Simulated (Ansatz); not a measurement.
Crystal: SiNi2.

```
Ni Si
1.0
     4.99000    0.00000    0.00000
     0.00000    3.72000    0.00000
     0.00000    0.00000    7.03000
Ni Si
8 4
Direct
  0.32500 0.75000 0.93700
  0.67500 0.25000 0.06300
  0.17500 0.25000 0.43700
  0.82500 0.75000 0.56300
  0.45800 0.75000 0.29700
  0.54200 0.25000 0.70300
  0.04200 0.25000 0.79700
  0.95800 0.75000 0.20300
  0.78600 0.75000 0.88600
  0.21400 0.25000 0.11400
  0.71400 0.25000 0.38600
  0.28600 0.75000 0.61400
```

Base run:

| Property | Result |
| --- | --- |
| Program | Ansatz 0.2.0 |
| Functional | r2SCAN |
| Potentials or basis | Ansatz PAW |
| Cutoff | 500 eV |
| Density cutoff | 2000 eV |
| k mesh | 5 × 5 × 3 |
| Occupations | fermi-dirac, width 0.05 eV |
| Spin | collinear spin, antiferromagnetic start |
| Starting moments | [1.0, -1.0, 1.0, -1.0, 1.0, -1.0, 1.0, -1.0, 0.0, 0.0, 0.0, 0.0] μB |

Its results: band gap on the k mesh none (metal or under the smearing width); pressure -3.8 GPa; net moment 0.00 μB per cell; largest force 0.355 eV/Å.

**Question.** The run is repeated on the same cell with these changes: hubbard terms from none to Ni d U = 5 eV; hubbard projectors from none to ortho-atomic (the default). What comes out?

**Answer.** Band gap on the k mesh none (metal or under the smearing width); pressure -5.6 GPa; net moment 0.00 μB per cell; largest force 0.322 eV/Å.

Caveats: the magnetic or orbital state may not be the lowest; the PAW data sets come from PBE, with cores solved anew for the run's functional, which leaves a small shift of forces and pressure; the density of states is complete only up to the lowest level of the last band computed; the U is typed as a test and isn't derived for this compound (some runs).

Not every run made on this cell is shown here.
